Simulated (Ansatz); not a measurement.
Crystal: NbCd3.

```
CELL_PARAMETERS angstrom
4.21500 0.00000 0.00000
0.00000 4.21500 0.00000
0.00000 0.00000 4.21500
ATOMIC_POSITIONS crystal
Cd 0.50000 0.50000 0.00000
Cd 0.50000 0.00000 0.50000
Cd 0.00000 0.50000 0.50000
Nb 0.00000 0.00000 0.00000
```

```yaml
Program: Ansatz 0.2.0
Task: single point
Functional: PBE
Potentials_or_basis: Ansatz PAW
Cutoff: "420 eV (not typed: the program's choice for these potentials)"
k_mesh: 6 × 6 × 6
Occupations: fermi-dirac, width 0.05 eV
Spin: no spin polarisation
```

On this cell: pressure 7.2 GPa; largest force zero by symmetry; band gap on the k mesh none (metal or under the smearing width).

The same run follows on a disturbed copy (atoms moved at random, drawn with an rms of 0.05 Å):

```xyz
4
Lattice="4.2150 0.0000 0.0000 0.0000 4.2150 0.0000 0.0000 0.0000 4.2150" Properties=species:S:1:pos:R:3 pbc="T T T"
Cd    2.1463    2.0923   -0.0797
Cd    2.0731    0.0122    2.1022
Cd    0.0074    2.0977    2.1434
Nb    0.0378   -0.0319   -0.0308
```

Question: What does the disturbed cell give?

Answer: The energy (extrapolated to zero smearing) moves by +13.8 meV/atom; pressure 7.6 GPa; largest force 0.597 eV/Å; band gap on the k mesh none (metal or under the smearing width).

Forces in eV/Å, atoms in the order of the input:
```
Cd  -0.030  0.001  0.565
Cd   0.375 -0.157 -0.370
Cd  -0.015 -0.031 -0.596
Nb  -0.329  0.187  0.402
```

Stress tensor (GPa, compression positive):
```
 7.65  0.01 -0.18
 0.01  7.54  0.15
-0.18  0.15  7.64
```
